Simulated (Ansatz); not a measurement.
# C₃₀H₃₄S₄Si₂: the relaxed shape and its frontier levels

Aim: characterise C₃₀H₃₄S₄Si₂ as a singlet: its structure, frontier levels and distribution of charge.

Computed with Ansatz 0.2.0, Gaussian basis. Level: RKS PBE0-D4/def2-SVP.

Plan: relaxation at r2SCAN-D4/def2-SVP; a single point at PBE0-D4/def2-SVP.

1 further run of the same task is left out (set aside as unsound or not needed).

### 1 Starting geometry

SMILES `Cc1cc(-c2sc(-c3sc(-c4sc(C#C[Si](C)(C)C)cc4C)cc3C)cc2C)sc1C#C[Si](C)(C)C`, 70 atoms, charge 0, spin multiplicity 1.

Atoms are counted from 1 here; the program's logs count them from 0.

Bond lengths: C1–C2 1.493 Å, C1–H37 1.087 Å, C1–H38 1.090 Å, C1–H39 1.088 Å, C2–C3 1.403 Å, C2–C30 1.379 Å, C3–C4 1.376 Å, C3–H40 1.074 Å, C4–C5 1.430 Å, C4–S29 1.742 Å, C5–S6 1.745 Å, C5–C27 1.380 Å, S6–C7 1.741 Å, C7–C8 1.429 Å, C7–C26 1.374 Å, C8–S9 1.744 Å, C8–C24 1.381 Å, S9–C10 1.742 Å and more. Angles: C2–C1–H37 110.4°, C2–C1–H38 110.0°, C2–C1–H39 110.6°, H37–C1–H38 108.6°, H37–C1–H39 109.4°, H38–C1–H39 107.6°, C1–C2–C3 124.5°, C1–C2–C30 123.3°, C3–C2–C30 112.2°, C2–C3–C4 114.1°, C2–C3–H40 122.6°, C4–C3–H40 123.2°, C3–C4–C5 127.9°, C3–C4–S29 110.9°, C5–C4–S29 121.2°, C4–C5–S6 120.9°, C4–C5–C27 127.9°, S6–C5–C27 111.2° and more.

The start is a GFN2-xTB geometry.

### 2 Relaxation at r2SCAN-D4/def2-SVP

in.yaml

```yaml
crystal:
  periodic: [false, false, false]
  atoms:
    - {symbol: C, position_ang: [7.809550, 1.594760, 0.838540]}
    - {symbol: C, position_ang: [6.401120, 1.216590, 0.518000]}
    - {symbol: C, position_ang: [5.322170, 2.113460, 0.497210]}
    - {symbol: C, position_ang: [4.122370, 1.541510, 0.143060]}
    - {symbol: C, position_ang: [2.854380, 2.183960, -0.012850]}
    - {symbol: S, position_ang: [1.367530, 1.306130, 0.238640]}
    - {symbol: C, position_ang: [0.414730, 2.722360, -0.106440]}
    - {symbol: C, position_ang: [-1.012870, 2.711720, -0.041260]}
    - {symbol: S, position_ang: [-1.915670, 1.241760, -0.300480]}
    - {symbol: C, position_ang: [-3.430600, 2.081060, -0.114630]}
    - {symbol: C, position_ang: [-4.690840, 1.415600, -0.242500]}
    - {symbol: S, position_ang: [-4.851940, -0.270420, 0.172640]}
    - {symbol: C, position_ang: [-6.554110, -0.231420, -0.188390]}
    - {symbol: C, position_ang: [-7.385220, -1.336590, -0.008080]}
    - {symbol: C, position_ang: [-8.143530, -2.265970, 0.165250]}
    - {symbol: Si, position_ang: [-9.367670, -3.633400, 0.440430]}
    - {symbol: C, position_ang: [-11.113440, -2.900870, 0.205620]}
    - {symbol: C, position_ang: [-9.041200, -5.005930, -0.840140]}
    - {symbol: C, position_ang: [-9.155160, -4.288350, 2.217450]}
    - {symbol: C, position_ang: [-6.938550, 1.012330, -0.620960]}
    - {symbol: C, position_ang: [-5.895000, 1.952110, -0.657230]}
    - {symbol: C, position_ang: [-6.107330, 3.353360, -1.127630]}
    - {symbol: C, position_ang: [-3.210790, 3.408060, 0.158940]}
    - {symbol: C, position_ang: [-1.856770, 3.775680, 0.209640]}
    - {symbol: C, position_ang: [-1.430730, 5.165910, 0.547980]}
    - {symbol: C, position_ang: [1.231460, 3.782280, -0.417440]}
    - {symbol: C, position_ang: [2.605120, 3.494100, -0.369170]}
    - {symbol: C, position_ang: [3.643310, 4.509710, -0.718620]}
    - {symbol: S, position_ang: [4.311720, -0.163980, -0.155150]}
    - {symbol: C, position_ang: [6.019230, -0.064630, 0.178290]}
    - {symbol: C, position_ang: [6.869360, -1.163920, 0.069370]}
    - {symbol: C, position_ang: [7.664060, -2.074790, -0.025360]}
    - {symbol: Si, position_ang: [8.940680, -3.407210, -0.211650]}
    - {symbol: C, position_ang: [10.487850, -2.855690, 0.759840]}
    - {symbol: C, position_ang: [8.242400, -5.033750, 0.493260]}
    - {symbol: C, position_ang: [9.361090, -3.592420, -2.062910]}
    - {symbol: H, position_ang: [7.844280, 2.584660, 1.286720]}
    - {symbol: H, position_ang: [8.410710, 1.602560, -0.070990]}
    - {symbol: H, position_ang: [8.254580, 0.872760, 1.520640]}
    - {symbol: H, position_ang: [5.421410, 3.145710, 0.776930]}
    - {symbol: H, position_ang: [-11.884360, -3.650100, 0.362740]}
    - {symbol: H, position_ang: [-11.240360, -2.504210, -0.797300]}
    - {symbol: H, position_ang: [-11.296960, -2.089200, 0.903430]}
    - {symbol: H, position_ang: [-9.722530, -5.841430, -0.708020]}
    - {symbol: H, position_ang: [-9.166810, -4.635830, -1.853230]}
    - {symbol: H, position_ang: [-8.029180, -5.389500, -0.755180]}
    - {symbol: H, position_ang: [-9.342600, -3.507040, 2.947730]}
    - {symbol: H, position_ang: [-8.147670, -4.656250, 2.384790]}
    - {symbol: H, position_ang: [-9.841980, -5.104030, 2.424510]}
    - {symbol: H, position_ang: [-7.952640, 1.234730, -0.904990]}
    - {symbol: H, position_ang: [-6.961160, 3.388920, -1.800790]}
    - {symbol: H, position_ang: [-5.228100, 3.727060, -1.648070]}
    - {symbol: H, position_ang: [-6.316600, 4.013610, -0.285100]}
    - {symbol: H, position_ang: [-4.001320, 4.104580, 0.365820]}
    - {symbol: H, position_ang: [-0.518080, 5.158010, 1.139880]}
    - {symbol: H, position_ang: [-2.217030, 5.661040, 1.112970]}
    - {symbol: H, position_ang: [-1.252960, 5.746420, -0.357600]}
    - {symbol: H, position_ang: [0.857870, 4.741160, -0.723260]}
    - {symbol: H, position_ang: [3.213220, 5.269210, -1.368040]}
    - {symbol: H, position_ang: [4.483870, 4.042610, -1.227770]}
    - {symbol: H, position_ang: [4.016720, 5.006720, 0.177750]}
    - {symbol: H, position_ang: [10.264460, -2.722750, 1.814340]}
    - {symbol: H, position_ang: [10.868980, -1.910470, 0.384210]}
    - {symbol: H, position_ang: [11.287980, -3.586530, 0.682360]}
    - {symbol: H, position_ang: [7.327860, -5.319820, -0.017320]}
    - {symbol: H, position_ang: [8.010230, -4.934010, 1.549310]}
    - {symbol: H, position_ang: [8.948660, -5.852530, 0.387690]}
    - {symbol: H, position_ang: [9.763110, -2.669070, -2.469350]}
    - {symbol: H, position_ang: [8.479620, -3.848060, -2.642950]}
    - {symbol: H, position_ang: [10.100070, -4.372050, -2.225160]}
basis:
  gaussian: {orbitals: def2-SVP, fitting: {mean_field: def2-universal-jkfit}}
hamiltonian: {xc: r2scan, dispersion: d4}
scf: {lower_state_search: "off"}
output: {orbitals: {seedname: orbitals}}
relax: {f_tol: 0.03, max_steps: 70}
```

Run with:

```
> ansatz run in.yaml --threads 2 --pin off --events-out ev --progress --plain --max-ram 32768MiB --backend cuda --devices 0, --max-vram 18GiB
```

The runs that follow: Single point, PBE0-D4/def2-SVP.

Q: Predict the results of all the runs planned. Wanted: point group; commonest bond, hydrogen aside; HOMO, LUMO at PBE0-D4/def2-SVP; dipole at r2SCAN-D4/def2-SVP.

As calculated:

| quantity | value |
| --- | --- |
| point group | C1 |
| commonest bond, hydrogen aside | C–C, 23 of mean length 1.409 Å |
| HOMO, LUMO at PBE0-D4/def2-SVP | -5.26, -2.13 eV |
| dipole at r2SCAN-D4/def2-SVP | 3.29 D |

In words: The molecule keeps its bonding pattern by the stored test; the atoms moved 0.83 Å (rms). No usable vibrations, so a minimum isn't proven. The point group is read from a loosely relaxed geometry; soft torsions can leave it below the true symmetry.
